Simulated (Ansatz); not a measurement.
**H₂MoO₃S: small, medium and large basis sets**

One table from this session's results is given with a row withheld; the runs are named, their logs left out.

Computed with Ansatz 0.2.0, Gaussian basis. Level: one geometry, several basis sets.

Plan: PBE0-D4/def2-SVP; ωB97M-V/def2-SVP; PBE0-D4/def2-QZVPP; ωB97M-V/def2-QZVPP; the functionals' def2-TZVPP values are taken from earlier runs.

### Structure used throughout

All runs share one geometry, relaxed beforehand with PBE0-D4 in a triple-zeta def2 set. Mo takes the def2 core potential; no spin-orbit term is included.

SMILES `[O]=[Mo]([OH])([OH])=[S]`, 7 atoms, charge 0, spin multiplicity 1.

Atoms are counted from 1 here; the program's logs count them from 0.

Bond lengths: O1–Mo2 1.669 Å, Mo2–O3 1.866 Å, Mo2–O4 1.866 Å, Mo2–S5 2.112 Å, O3–H6 0.961 Å, O4–H7 0.961 Å. Angles: O1–Mo2–O3 109.7°, O1–Mo2–O4 109.7°, O1–Mo2–S5 109.2°, O3–Mo2–O4 110.2°, O3–Mo2–S5 109.0°, O4–Mo2–S5 109.0°, Mo2–O3–H6 122.1°, Mo2–O4–H7 122.1°.

As a file:

```mol
H2MoO3S
  3D, bonds by distance, orders not assigned

  7  6  0  0  0  0  0  0  0  0999 V2000
   -1.3672   -1.1021    0.1247 O   0  0
   -0.2826    0.1663    0.1127 Mo  0  0
    1.1376   -0.2084    1.2634 O   0  0
    0.3482    0.4392   -1.6220 O   0  0
   -1.2558    1.9206    0.7726 S   0  0
    1.2816   -1.0857    1.6292 H   0  0
    0.1993   -0.1979   -2.3264 H   0  0
  1  2  8  0
  2  3  8  0
  2  4  8  0
  2  5  8  0
  3  6  8  0
  4  7  8  0
M  END
```

The first run:

File in.yaml:

```yaml
crystal:
  periodic: [false, false, false]
  atoms:
    - {symbol: O, position_ang: [-1.367204, -1.102141, 0.124714]}
    - {symbol: Mo, position_ang: [-0.282566, 0.166253, 0.112672]}
    - {symbol: O, position_ang: [1.137619, -0.208364, 1.263446]}
    - {symbol: O, position_ang: [0.348232, 0.439227, -1.622009]}
    - {symbol: S, position_ang: [-1.255759, 1.920573, 0.772644]}
    - {symbol: H, position_ang: [1.281572, -1.085691, 1.629234]}
    - {symbol: H, position_ang: [0.199308, -0.197858, -2.326401]}
basis:
  gaussian: {orbitals: def2-SVP}
hamiltonian: {xc: pbe0, dispersion: d4}
output: {orbitals: {seedname: orbitals}}
```

On the command line:

```bash
> ansatz run in.yaml --threads 4 --pin off --events-out ev --progress --plain --max-ram 10444MiB
```

Among the steps run: PBE0-D4 in def2-SVP; ωB97M-V in def2-SVP; PBE0-D4 in def2-QZVPP; ωB97M-V in def2-QZVPP.

One table of the session follows, with a row left open; its other results are not shown here.

It belongs to the step «Functionals by basis». 

```
functional       basis  HOMO (eV)  LUMO (eV)
   PBE0-D4    def2-SVP      -7.58      -2.61
   PBE0-D4  def2-TZVPP      -7.61      -2.66
   PBE0-D4  def2-QZVPP      -7.63      -2.68
   ωB97M-V    def2-SVP      -9.65      -0.51
   ωB97M-V  def2-TZVPP      -9.72      -0.59
   ωB97M-V  def2-QZVPP          ?          ?
```

Q: Estimate the row for ωB97M-V, def2-QZVPP from the others.

**Answer.** HOMO (eV): -9.74; LUMO (eV): -0.64. In the column «HOMO (eV)» it is the lowest.
